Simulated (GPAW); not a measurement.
Here is a GPAW 26.7.0 calculation.

run.py

```python
from ase import Atoms
from ase.eos import EquationOfState
from ase.io import Trajectory
from ase.units import GPa
from gpaw import GPAW, PW, setup_paths

setup_paths.insert(0, '.')

atoms = Atoms(['Cd', 'Cd', 'S'],
              cell=[[3.962670049, 0.0, 0.0],
                    [-1.9813350245, 3.4317729293, 0.0],
                    [0.0, 0.0, 5.809192]],
              scaled_positions=[[0.3333333333, 0.6666666667, 0.932717],
                                [0.6666666667, 0.3333333333, 0.578735],
                                [0.3333333333, 0.6666666667, 0.365705]],
              pbc=True)

traj = Trajectory('eos.traj', 'w')
volumes, energies = [], []
for x in [0.94, 0.96, 0.98, 1.0, 1.02, 1.04, 1.06]:
    a = atoms.copy()
    a.set_cell(atoms.cell * x**(1 / 3), scale_atoms=True)
    calc = GPAW(mode=PW(600),
                xc='PBEsol',
                kpts={'size': (6, 6, 4), 'gamma': True},
                occupations={'name': 'fermi-dirac', 'width': 0.05},
                nbands=26,
                convergence={'density': 1e-05, 'energy': 1e-05},
                maxiter=150,
                txt=f'eos-{x:.2f}.txt')
    a.calc = calc
    energies.append(a.get_potential_energy(force_consistent=True))
    volumes.append(a.get_volume())
    p = -a.get_stress()[:3].mean() / GPa
    calc.write(f'eos-{x:.2f}.gpw')
    traj.write(a)
    print(f'{x:.2f} {volumes[-1]:10.4f} A^3 {energies[-1]:14.6f} eV {p:9.3f} GPa', flush=True)

v0, e0, B = EquationOfState(volumes, energies, eos='birchmurnaghan').fit()
print(f'V0 = {v0:.4f} A^3, E0 = {e0:.6f} eV, B0 = {B / GPa:.2f} GPa')
```

Potentials or basis: PAW data sets generated in the run's folder for this functional, pw.

The run is started by

```sh
$ gpaw-setup -f PBEsol Cd S
$ OMP_NUM_THREADS=1 python run.py
```

Problem. Estimate the bulk modulus at fixed shape and positions.

Solution. 53 GPa (rough).

Problem. Predict the equilibrium volume.

Solution. 24.44 Å³/atom (rough: see the caveat).

Energy against volume, from the lowest point:
```csv
volume (Å³/atom),energy (meV/atom)
24.753,0.00
25.280,3.82
25.806,10.72
26.333,20.30
26.860,32.28
27.386,46.33
27.913,62.21
```

Caveat: the minimum lies outside the volumes run; the cell was scaled at fixed shape and fractional positions, which overstates the stiffness of a crystal with free parameters, most of all of layers and chains.
